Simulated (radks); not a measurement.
# Ionisation of Tc⁺: one atom, several choices of relativity

The task here is to estimate one member of a computed series from the others.

Method: Kohn-Sham, PBE, spin-unpolarised, spherical densities. Code: radks (a radial shooting solver on a logarithmic mesh, Libxc functionals) version 1.

## The system

* element: technetium (Z = 43)
* charge: +1
* electrons: 42
* configuration: [Kr] 4d5 5s1
* ion: Tc²⁺, [Kr] 4d5
* choices: non-relativistic; scalar-relativistic; Dirac, 2j+1 shares; Dirac, low j first; scalar-relativistic, finite nucleus; Dirac, 2j+1 shares, finite nucleus; Dirac, c × 5; Dirac, c × 1.25; Dirac, c × 3

Set-up of the first run:

The run's settings:

```text
Z 43
configuration [Kr] 4d5 5s1
relativity non-relativistic
functional pbe,pbe
spin unpolarised
nucleus point
```

Steps of the session up to this table: non-relativistic: Tc⁺.

One of the session's tables, all rows but one given; the rest of the session is left out.

It belongs to the step «non-relativistic: Tc⁺». Sizes of the orbitals, from the radial functions (bohr):

```
level     <r>  outermost maximum (interpolated)  90 % within  nodes
   2p  0.1325                             0.103        0.215      0
   3s  0.4274                             0.383        0.630      2
   3p  0.4216                             0.371        0.635      1
   3d       ?                                 ?            ?      ?
   4s   1.086                             0.974         1.58      3
   4p   1.183                              1.03         1.75      2
   4d   1.649                              1.26         2.63      1
   5s   3.124                              2.70         4.59      4
```

Q: Estimate the row for 3d from the others.

**Answer.** <r>: 0.3984; outermost maximum (interpolated): 0.312; 90 % within: 0.634; nodes: 0. In the column «<r>» it lies between 2p (0.1325) and 3p (0.4216).

To keep in mind: Spin polarisation and multiplet splitting of open shells are left out at every level.
